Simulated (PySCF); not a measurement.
**[La(SH)2]+: other functionals and bases at one geometry**

An exercise on one series of results from a longer session: the logs are not shown, and one member is left open.

Computed with PySCF 2.14.0. Level: several levels, as the steps say, no spin–orbit coupling.

1 further run of the same task is left out (for a known fault of the program).

### Where the work starts

5 atoms, charge 1, spin multiplicity 1.

Bond lengths: La1–S2 2.609 Å, La1–S4 2.609 Å, S2–H3 1.359 Å, S4–H5 1.359 Å. Angles: S2–La1–S4 98.8°, La1–S2–H3 95.1°, La1–S4–H5 95.1°.

Geometry (Å):

```xyz
5
charge 1, multiplicity 1
La    0.0000    0.0000   -0.8236
S     1.9780   -0.1138    0.8737
H     2.9457   -0.2082   -0.0756
S    -1.9780    0.1138    0.8737
H    -2.9457    0.2082   -0.0756
```

Formal oxidation states: La +3. An earlier session relaxed this geometry at PBE0, La def2-SVP with ECP46, S def2-SVP, H def2-SVP (singlet, point group C2).

At PBE0 on the finer grid: E = -828.491116 Eh, HOMO -11.84 eV, LUMO -7.02 eV, Mulliken charge on La1 +1.12 e, largest force component 0.020 eV/Å. 

Levels to run: TPSS; M06-L; PBE0, TZVP. Hardware: 2 threads of AMD EPYC 9R45 (Zen 5), shared host.

The first run:

run.py (the lines that set the calculation)

```python
mol = gto.M(atom='''
La     0.00000     0.00000    -0.82365
S      1.97801    -0.11375     0.87368
H      2.94574    -0.20817    -0.07558
S     -1.97801     0.11375     0.87368
H     -2.94574     0.20817    -0.07558''',
    basis={'La': 'def2-SVP', 'S': 'def2-SVP', 'H': 'def2-SVP'},
    ecp={'La': 'def2-SVP'},
    charge=1, spin=0)
mf = dft.RKS(mol, xc='TPSS')
mf.grids.atom_grid = (75, 302)  # f atoms: unpruned, at least (60, 302)
mf = mf.density_fit()  # fitting sets: La def2-universal-JKFIT, S def2-universal-JKFIT, H def2-universal-JKFIT
mf.conv_tol = 1e-08; mf.max_cycle = 55
mf.kernel(dm0)  # dm0: the density of the relaxed state
```

Run with:

```
$ OMP_NUM_THREADS=2 python run.py
```

Among the steps run: TPSS; M06-L; PBE0, TZVP.

One table of the session follows, with a row left open; its other results are not shown here.

```
              level  HOMO (eV)  gap (eV)  charge on La1 (e)  dipole (D)  largest force component (eV/Å)
PBE0 (relaxed here)     -11.84      4.82               1.12        8.09                            0.02
               TPSS     -10.84      3.31               1.11        7.77                            0.41
              M06-L          ?         ?                  ?           ?                               ?
         PBE0, TZVP     -11.82      4.86               1.33        7.75                            0.18
```

Q: Estimate the row for M06-L from the others.

As computed: HOMO (eV): -10.85; gap (eV): 3.68; charge on La1 (e): 1.27; dipole (D): 8.40; largest force component (eV/Å): 0.31. In the column «HOMO (eV)» it lies between PBE0, TZVP (-11.82) and TPSS (-10.84).

The dipole of a charged species depends on the origin, so these sizes hold for this origin alone.

In one basis the HOMO–LUMO gap runs from 3.31 eV (TPSS) to 4.82 eV (PBE0). The largest leftover force, 0.41 eV/Å with TPSS, stands at a geometry relaxed at another level. Total energies of different levels can't be compared.
